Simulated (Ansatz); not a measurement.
# Ge2H: one run, from forces to fields

The system is Ge2H, a borrowed structure type, volume estimated. Wanted, at the geometry given: its forces and stress, its levels, and how its atoms share the electrons.

Method: DFT, r2SCAN, no spin polarisation, plane waves, PAW, in Ansatz 0.2.0.

## 1. Geometry

The structure is tetragonal, space group I4/mmm (No. 139). The conventional cell has a = 3.054 Å, b = 3.054 Å, c = 8.205 Å, α = 90.00°, β = 90.00°, γ = 90.00°. Around H (site symmetry 4/mmm) lie 10 Ge at 2.56 to 2.73 Å. Ge (site symmetry 4mm) has 5 Ge at 2.55 to 2.74 Å and 5 H at 2.56 to 2.73 Å as nearest neighbours.

Its coordinates follow in the input file.

The run starts from a saved solution of this cell (checkpoint.read), perhaps found on another mesh.

## 2. The calculation

The input, input.yaml:

```yaml
crystal:
  lattice:
    - [0.0, 3.05381, 0.0]
    - [3.05381, 0.0, 0.0]
    - [1.526905, 1.526905, -4.102408]
  atoms:
    - { symbol: H, position: [0.0, 0.0, 0.0] }
    - { symbol: Ge, position: [0.333, 0.333, 0.334] }
    - { symbol: Ge, position: [0.667, 0.667, 0.666] }
  symmetry: { tolerance: 0.0003 }
kpoints:
  mp_grid: { grid: [12, 12, 12], shift: [0, 0, 0] }
  band_path:
    path:
      - [0.0, 0.0, 0.0]
      - [0.5, 0.5, 0.5]
      - [0.5, 0.5, 0.25]
      - [0.0, 0.5, 0.0]
      - [0.0, 0.0, 0.0]
      - [0.0, 0.0, -0.5]
      - [0.0, 0.4307346, -0.2846327]
      - [0.0, 0.5692654, 0.2846327]
      - [0.0, 0.0, 0.0]
      - [0.5, 0.5, 0.5]
      - [0.4307346, 0.5692654, 0.5]
    npoints: 6
magnetization:
  spin_polarized: false
scf:
  occupations: { method: gaussian, width: 0.0399 }
  lower_state_search: "off"
  max_iter: 200
hamiltonian:
  pseudopotentials: { kind: paw }
  xc: r2scan
basis:
  ecutwfc: 500
  fft_grid_basis: typed
output:
  forces: true
  stress: true
  eigenvalues: true
  bader: true
  populations: true
  elf: true
  write_potential: true
  volumetric_format: npy
  dos:
    e_range: [-12, 8]
    de: 0.05
    projected: { site_lists: { Ge: [Ge], H: [H] } }
checkpoint:
  read: saved_state
```

**Question.** What will these runs give? Wanted: largest force; pressure; character; Bader charges.

The runs gave:

| quantity | value |
| --- | --- |
| largest force | 1.679 eV/Å on Ge |
| pressure | 13.4 GPa |
| formation energy (elements from separate runs) | 0.97 eV/atom |
| character | metal |
| density of states, mean within 0.25 eV of the Fermi level | 0.98 per eV per cell |
| Bader charges | H -0.28, Ge +0.14 e |

In words: Bands cross the Fermi level: a metal; within 0.25 eV of the Fermi level the density of states averages 0.98 per eV per cell, mostly Ge p (66 %), H s (16 %) and Ge s (15 %). Set against separate runs on the elements (H2 molecule, Ge diamond), it forms at 0.97 eV per atom, so at this geometry it is not bound against them. At 13.4 GPa the cell is compressed and would expand, and unequal principal stresses would change its shape. Ge loses most charge (+0.14 e on average) and H gains most (-0.28 e).
